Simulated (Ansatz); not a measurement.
**Mg2Co in Ansatz: convergence with k mesh**

Input of the first run (k mesh 3 × 3 × 2); the others differ in this setting and in those tied to it:

input.yaml

```yaml
crystal:
  lattice:
    - [3.15568496, 0.0, 0.0]
    - [0.0, 3.15568496, 0.0]
    - [0.0, 0.0, 4.67917876]
  atoms:
    - { symbol: Mg, position: [0.5, 0.0, 0.777762] }
    - { symbol: Mg, position: [0.0, 0.5, 0.222238] }
    - { symbol: Co, position: [0.0, 0.0, 0.5], spin: 2.0 }
hamiltonian:
  xc: r2scan
  pseudopotentials: { kind: paw, level: accurate }
magnetization:
  spin_polarized: true
kpoints:
  mp_grid: { grid: [3, 3, 2] }
scf:
  occupations: { method: gaussian, width: 0.1 }
output:
  forces: true
  stress: true
  eigenvalues: true
```

Potentials or basis: Ansatz PAW earlier set.

Command:

```sh
$ ansatz run input.yaml --threads 2 --pin off --max-ram 5632MiB --backend cpu --events-out ev --progress --plain --runs-dir out
```

The cell was built by a generator and needn't be a form met in nature.

Hardware: 2 threads of Arm Neoverse V2, with other jobs on the host.

| k mesh | energy less the tightest run, at zero smearing (meV/atom) | pressure (GPa) | largest force (eV/Å) | absolute moment (μB) | SCF cycles | CPU time (s) | peak memory (GiB) |
| --- | --- | --- | --- | --- | --- | --- | --- |
| 3 × 3 × 2 | -55.79 | 29.19 | 4.111 | 0.20 | 19 | 29 | 0.63 |
| 4 × 4 × 3 | -9.75 | 30.14 | 4.352 | 0.49 | 19 | 47 | 0.64 |
| 5 × 5 × 3 | -0.34 | 30.34 | 4.357 | 0.27 | 21 | 53 | 0.64 |
| 6 × 6 × 4 | -2.23 | 30.13 | 4.409 | 0.13 | 26 | 130 | 0.69 |
| 8 × 8 × 5 | 0.47 | 30.18 | 4.377 | 0.06 | 27 | 200 | 0.75 |
| 10 × 10 × 7 | -0.57 | 30.14 | 4.370 | 0.00 | 30 | 400 | 0.94 |
| 12 × 12 × 8 | 0.00 | 30.12 | 4.360 | 0.00 | 25 | 540 | 1.2 |
| 14 × 14 × 9 | timed out after 130 s | - | - | - | - | - | - |

Against the tightest run, the energy stays within 1 meV/atom from 8 × 8 × 5 on; the pressure stays within 0.1 GPa from 6 × 6 × 4 on; the absolute moment stays within 0.02 μB from 10 × 10 × 7 on. Not settled before the last step: the largest force (to 0.005 eV/Å). Meshes of other sizes hit other points, so gaps and Fermi surfaces needn't settle smoothly. The tightest run that finished is the yardstick and may itself not be fully converged.

Caveat, for the tightest run too: the magnetic or orbital state may not be the lowest; the starting moments collapsed, and a magnetic state may lie lower; a pressure of tens of GPa on the cell as given is suspect, and the run, the potentials or the cell itself is likely at fault; the PAW data sets come from PBE, with cores solved anew for the run's functional, which leaves a small shift of forces and pressure; forces of over 1 eV/Å show positions far from the minimum, so gaps and moduli don't describe the material at rest; the starting moments weren't kept.
